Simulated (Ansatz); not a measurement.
# Reference phase of Y, 2 atoms

What do PBEsol, HSE06 and r²SCAN give for the perfect crystal in this cell, and at what cost?

Program: Ansatz 0.2.0, PAW, plane waves. These are calculated values, not measurements.

### Step 1. The starting cell

2 atoms (2 Y); a = 3.595 Å, b = 3.595 Å, c = 5.605 Å, α = 90.00°, β = 90.00°, γ = 120.00°.

The runs, in order: (2) PBEsol single point at a 10×10×6 mesh, on 1 × NVIDIA GB300 Max-Q with 8 threads of Arm Neoverse-V2; (3) HSE06 single point at a 10×10×6 mesh, on 1 × NVIDIA GB300 Max-Q with 8 threads of Arm Neoverse-V2; (4) r²SCAN single point at a 10×10×6 mesh, on 1 × NVIDIA GB300 Max-Q with 8 threads of Arm Neoverse-V2.

Coordinates:

```
Y
1.0
     3.59541    0.00000    0.00000
    -1.79771    3.11372    0.00000
     0.00000    0.00000    5.60542
Y
2
Direct
  0.33333 0.66667 0.25000
  0.66667 0.33333 0.75000
```

### Step 2. PBEsol single point

The input, in.yaml:

```yaml
crystal:
  lattice:
    - [3.595413, 0.000000, 0.000000]
    - [-1.797706, 3.113719, 0.000000]
    - [0.000000, 0.000000, 5.605418]
  atoms:
    - { symbol: Y, position: [0.333333, 0.666667, 0.250000] }
    - { symbol: Y, position: [0.666667, 0.333333, 0.750000] }
kpoints:
  mp_grid: { grid: [10, 10, 6] }
hamiltonian:
  xc: pbesol
scf:
  occupations: { method: fermi_dirac, width: 0.1 }
output:
  forces: true
  eigenvalues: true
  stress: true
  populations: true
```

Started as:

```bash
$ ansatz run in.yaml --threads 8 --pin off --max-ram 118750MiB --runs-dir r --events-out ev --progress --plain --backend cuda --devices 0,
```

### Step 3. Single point with HSE06

in.yaml, as its differences from that of step 2:

```diff
@@ -11,3 +11,3 @@
 hamiltonian:
-  xc: pbesol
+  xc: hse06
 scf:
@@ -17,3 +17,2 @@
   eigenvalues: true
-  stress: true
   populations: true
```

### Step 4. r²SCAN on the same atoms

in.yaml, as its differences from that of step 3:

```diff
@@ -11,3 +11,3 @@
 hamiltonian:
-  xc: hse06
+  xc: r2scan
 scf:
```

What does the calculation give? Wanted: for each run, energy; pressure.

The runs gave:

```
 level         time  energy (eV/atom)  pressure (GPa)
PBEsol  1.8 s (GPU)        -3795.0740           -0.01
 HSE06    7 s (GPU)        -3851.0179               -
r²SCAN  1.8 s (GPU)        -3859.6904               -
```

No level run gives a gap: levels at the Fermi energy are partly filled.
